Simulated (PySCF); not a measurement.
# C7H5FO2: the cost of one run

Computed with PySCF 2.14.0, with density-fitted response routines of our own, on a single molecule, in the gas phase or a continuum. Atoms count from 0, in the outputs and in this text.

### 1 The molecule as given

15 atoms, charge 0, multiplicity 1; geometry from: GFN2-xTB. The atoms were then displaced at random by about 0.01 Å, so the start is not that level's minimum.

Bonds of the start (Å): O0–C1 1.24, C1–O2 1.34, C1–C3 1.44, C3–C4 1.42, C4–C5 1.38, C5–C6 1.37, C6–F7 1.34, C6–C8 1.38, C8–C9 1.38, C9–C3 1.40, O2–H10 0.98, C4–H11 1.08, C5–H12 1.09, C8–H13 1.08, C9–H14 1.07.

### 2 Optimising the geometry at PBE0-D3(BJ)/def2-TZVP

The job: settings as JSON, then the geometry in Å.

```
{"job": {"xc": "PBE0", "basis": "def2-TZVP", "d3": "d3bj", "grid": 2, "shake": 0.01, "kind": "geom"}, "charge": 0, "multiplicity": 1}
O      2.564480    -1.564070    -0.138750
C      2.047290    -0.447140    -0.249790
O      2.781980     0.659250    -0.398780
C      0.631130    -0.167680    -0.237780
C     -0.277700    -1.254060    -0.099040
C     -1.643220    -1.036080    -0.072340
C     -2.104760     0.251750    -0.200550
F     -3.427390     0.469580    -0.190300
C     -1.269820     1.345670    -0.327890
C      0.093230     1.120870    -0.352850
H      3.732690     0.416620    -0.382360
H      0.144190    -2.238400     0.016390
H     -2.361850    -1.847860     0.033530
H     -1.698980     2.333900    -0.438660
H      0.773390     1.940280    -0.473710
```

Run with:

```console
$ OMP_NUM_THREADS=2 python probes_run.py task.json out
```

The driver reads the jobs from task.json and runs them one after another.

**Question.** How long does this first job take on 2 threads of Intel Xeon at 2.50GHz, shared host, and how much memory does it need?

About 16 min, with a peak of 2.6 GiB.
